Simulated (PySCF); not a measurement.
**[Ir3]−: other functionals and bases at one geometry**

Aim: see how levels, charges and forces of [Ir3]− depend on the level of theory. The species was built from a template and needn't be a known compound.

Computed with PySCF 2.14.0. Level: several levels, as the steps say, no spin–orbit coupling.

3 further runs of the same task are left out: 1 for a known fault of the program, 2 that didn't finish.

### Step 1. Starting geometry

3 atoms, charge -1, spin multiplicity 3.

Bond lengths: Ir1–Ir2 2.248 Å, Ir2–Ir3 2.248 Å. Angles: Ir1–Ir2–Ir3 180.0°.

Geometry (Å):

```xyz
3

Ir    0.0000    0.0000    2.2481
Ir    0.0000    0.0000    0.0000
Ir    0.0000    0.0000   -2.2481
```

An earlier session relaxed this geometry at BP86, Ir def2-SVP with ECP60 (triplet, point group D∞h).

At BP86 on the finer grid: E = -313.474105 Eh, HOMO 0.06 eV, LUMO 0.25 eV (over both spins), ⟨S²⟩ = 2.001, Mulliken charge on Ir1 -0.41 e, largest force component 0.015 eV/Å. The highest filled level lies above zero; it isn't the detachment energy.

Levels to run: M06-L; wB97X; PBE; BLYP; BP86, TZVP. Hardware: 2 threads of Arm Neoverse V1, shared host.

### Step 2. M06-L

run.py (the lines that set the calculation) reads:

```python
mol = gto.M(atom='''
Ir     0.00000     0.00000     2.24807
Ir     0.00000     0.00000     0.00000
Ir     0.00000     0.00000    -2.24807''',
    basis={'Ir': 'def2-SVP'},
    ecp={'Ir': 'def2-SVP'},
    charge=-1, spin=2)
mf = dft.UKS(mol, xc='M06L')
mf.grids.atom_grid = (75, 302)
mf = mf.density_fit()  # fitting sets: Ir def2-universal-JKFIT
mf.conv_tol = 1e-08; mf.max_cycle = 55
mf.kernel(dm0)  # dm0: the density of the relaxed state
```

Run with:

```sh
$ OMP_NUM_THREADS=2 python run.py
```

### Step 3. wB97X

Edit run.py (the lines that set the calculation) of step 2 so:

```diff
@@ -7,3 +7,3 @@
     charge=-1, spin=2)
-mf = dft.UKS(mol, xc='M06L')
+mf = dft.UKS(mol, xc='WB97X')
 mf.grids.atom_grid = (75, 302)
```

### Step 4. PBE

Edit run.py (the lines that set the calculation) of step 3 so:

```diff
@@ -7,3 +7,3 @@
     charge=-1, spin=2)
-mf = dft.UKS(mol, xc='WB97X')
+mf = dft.UKS(mol, xc='PBE')
 mf.grids.atom_grid = (75, 302)
```

### Step 5. BLYP

Edit run.py (the lines that set the calculation) of step 4 so:

```diff
@@ -7,3 +7,3 @@
     charge=-1, spin=2)
-mf = dft.UKS(mol, xc='PBE')
+mf = dft.UKS(mol, xc='BLYP')
 mf.grids.atom_grid = (75, 302)
```

### Step 6. BP86, TZVP

Basis: Ir def2-TZVP with ECP60. 

run.py (the lines that set the calculation) reads:

```python
mol = gto.M(atom='''
Ir     0.00000     0.00000     2.24807
Ir     0.00000     0.00000     0.00000
Ir     0.00000     0.00000    -2.24807''',
    basis={'Ir': 'def2-TZVP'},
    ecp={'Ir': 'def2-TZVP'},
    charge=-1, spin=2)
mf = dft.UKS(mol, xc='B88,P86')
mf.grids.atom_grid = (75, 302)
mf = mf.density_fit()  # fitting sets: Ir def2-universal-JKFIT
mf.conv_tol = 1e-08; mf.max_cycle = 55
mf.kernel(dm0)  # dm0: free metal ions and neutral atoms
```

Q: Predict the outcome of this session. Wanted: for each run, HOMO; gap; charge on Ir1; dipole; largest force.

As calculated:

| level | state | HOMO (eV) | gap (eV) | charge on Ir1 (e) | dipole (D) | largest force (eV/Å) | basis functions | time |
| --- | --- | --- | --- | --- | --- | --- | --- | --- |
| BP86 (relaxed here) | triplet | 0.06 | 0.19 | -0.41 | 0.00 | 0.02 | 96 | 16 s |
| M06-L | triplet | 0.29 | 0.33 | -0.39 | 0.01 | 0.06 | 96 | 12 s |
| wB97X | triplet | -2.03 | 4.56 | -0.44 | 0.00 | 1.78 | 96 | 12 s |
| PBE | triplet | 0.20 | 0.20 | -0.40 | 0.01 | 0.08 | 96 | 5.8 s |
| BLYP | triplet | 0.34 | 0.21 | -0.45 | 0.00 | 0.58 | 96 | 6.1 s |
| BP86, TZVP | triplet | -0.05 | 0.19 | -0.50 | 0.00 | 0.22 | 120 | 52 s |

Times are on 2 threads of Arm Neoverse V1, shared host; the first row also made further properties. The dipole of a charged species depends on the origin, so these sizes hold for this origin alone.

In one basis the HOMO–LUMO gap runs from 0.19 eV (BP86) to 4.56 eV (wB97X). The largest leftover force, 1.78 eV/Å with wB97X, stands at a geometry relaxed at another level. The Mulliken charge on Ir spans -0.50 to -0.39 e over the levels. Total energies of different levels can't be compared. Spin–orbit coupling is left out throughout.
